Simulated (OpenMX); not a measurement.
HPbNO4:

```
H Pb N O
1.0
     4.19923    0.11117    0.16817
     1.91600    3.89132    0.12568
     1.76085    1.25259    6.37266
H Pb N O
1 1 1 4
Direct
  0.89145 0.68202 0.62796
  0.14426 0.92872 0.88352
  0.25670 0.28861 0.30171
  0.83108 0.65056 0.78405
  0.38694 0.22380 0.11295
  0.31104 0.03576 0.45856
  0.07726 0.60633 0.32275
```

The cell was built by a generator and needn't be a form met in nature.

Base run:

```yaml
Program: OpenMX 3.8.5
Functional: PBE
Potentials_or_basis: OpenMX 2013 PBE set, H6.0-s2p1, Pb8.0-s3p2d2f1, N6.0-s2p2d1, O6.0-s2p2d1, grid cutoff 500 Ry
k_mesh: 7 × 7 × 5
Occupations: fermi-dirac, width 0.05 eV
Spin: no spin polarisation
```

Its results: band gap on the k mesh 2.86 eV, indirect (least direct gap 2.88 eV); pressure 2.1 GPa; largest force 1.195 eV/Å.

Question: After a change of settings the same cell gave: band gap on the k mesh 2.36 eV, indirect (least direct gap 2.38 eV); pressure 10.9 GPa; largest force 5.518 eV/Å. Which change was it?
A. potentials or basis from OpenMX 2013 PBE set, H6.0-s2p1, Pb8.0-s3p2d2f1, N6.0-s2p2d1, O6.0-s2p2d1, grid cutoff 500 Ry to OpenMX 2013 PBE set, H5.0-s2, Pb8.0-s3p2d2, N6.0-s2p2, O6.0-s2p2, grid cutoff 500 Ry
B. potentials or basis from OpenMX 2013 PBE set, H6.0-s2p1, Pb8.0-s3p2d2f1, N6.0-s2p2d1, O6.0-s2p2d1, grid cutoff 500 Ry to OpenMX 2013 PBE set, H7.0-s2p2d1, Pb8.0-s3p2d2f2, N6.0-s3p2d2, O6.0-s3p2d2, grid cutoff 500 Ry
C. k mesh from 7 × 7 × 5 to 5 × 5 × 5

Answer: A.

Caveats: spin-orbit coupling is left out, which as a rule narrows the gap of such compounds by several tenths of an eV; the basis of atomic orbitals isn't converged, which shifts pressures, moduli and gaps; forces of over 1 eV/Å show positions far from the minimum, so gaps and moduli don't describe the material at rest.
